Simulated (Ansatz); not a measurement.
**BFH₄OSn: basis-set convergence**

An exercise on one series of results from a longer session: the logs are not shown, and one member is left open.

Program: Ansatz 0.2.0, Gaussian basis. Level of theory: one geometry, several basis sets. These are calculated values, not measurements.

Plan: PBE0-D4/def2-SVP; ωB97M-V/def2-SVP; PBE0-D4/def2-QZVPP; ωB97M-V/def2-QZVPP; the functionals' def2-TZVPP values are taken from earlier runs.

1 further run of the same task is left out (for a known fault of the program).

**The geometry**

All runs share one geometry, relaxed beforehand with PBE0-D4 in a triple-zeta def2 set. Sn takes the def2 core potential; no spin-orbit term is included.

SMILES `O[BH][SnH2][F]`, 8 atoms, charge 0, spin multiplicity 1.

Atoms are counted from 1 here; the program's logs count them from 0.

Bond lengths: O1–B2 1.334 Å, O1–H5 0.975 Å, B2–Sn3 2.268 Å, B2–H6 1.194 Å, Sn3–F4 1.976 Å, Sn3–H7 1.707 Å, Sn3–H8 1.707 Å. Angles: B2–O1–H5 112.4°, O1–B2–Sn3 110.0°, O1–B2–H6 120.2°, Sn3–B2–H6 129.8°, B2–Sn3–F4 88.0°, B2–Sn3–H7 122.7°, B2–Sn3–H8 122.7°, F4–Sn3–H7 103.6°, F4–Sn3–H8 103.6°, H7–Sn3–H8 108.8°.

The first run:

Input file in.yaml:

```yaml
crystal:
  periodic: [false, false, false]
  atoms:
    - {symbol: O, position_ang: [-0.703698, 1.605702, -0.657218]}
    - {symbol: B, position_ang: [-0.145979, 1.198409, 0.484099]}
    - {symbol: Sn, position_ang: [0.425061, -0.991377, 0.330544]}
    - {symbol: F, position_ang: [-0.289678, -0.977636, -1.511797]}
    - {symbol: H, position_ang: [-0.754472, 0.892769, -1.320519]}
    - {symbol: H, position_ang: [-0.014179, 1.960411, 1.393844]}
    - {symbol: H, position_ang: [2.038413, -1.512706, 0.130044]}
    - {symbol: H, position_ang: [-0.463268, -2.232772, 1.095204]}
basis:
  gaussian: {orbitals: def2-SVP}
hamiltonian: {xc: pbe0, dispersion: d4}
output: {orbitals: {seedname: orbitals}}
```

Launch:

```console
$ ansatz run in.yaml --threads 2 --pin off --events-out ev --progress --plain --max-ram 4352MiB
```

Among the steps run: PBE0-D4 in def2-SVP; ωB97M-V in def2-SVP; PBE0-D4 in def2-QZVPP; ωB97M-V in def2-QZVPP.

One table of the session follows, with a row left open; its other results are not shown here.

It belongs to the step «Functionals by basis». 

```
functional       basis  HOMO (eV)
   PBE0-D4    def2-SVP          ?
   PBE0-D4  def2-TZVPP      -7.88
   PBE0-D4  def2-QZVPP      -7.90
   ωB97M-V    def2-SVP      -9.86
   ωB97M-V  def2-TZVPP      -9.99
   ωB97M-V  def2-QZVPP     -10.00
```

**Question.** Estimate the row for PBE0-D4, def2-SVP.

As computed: HOMO (eV): -7.79. In the column «HOMO (eV)» it is the highest.
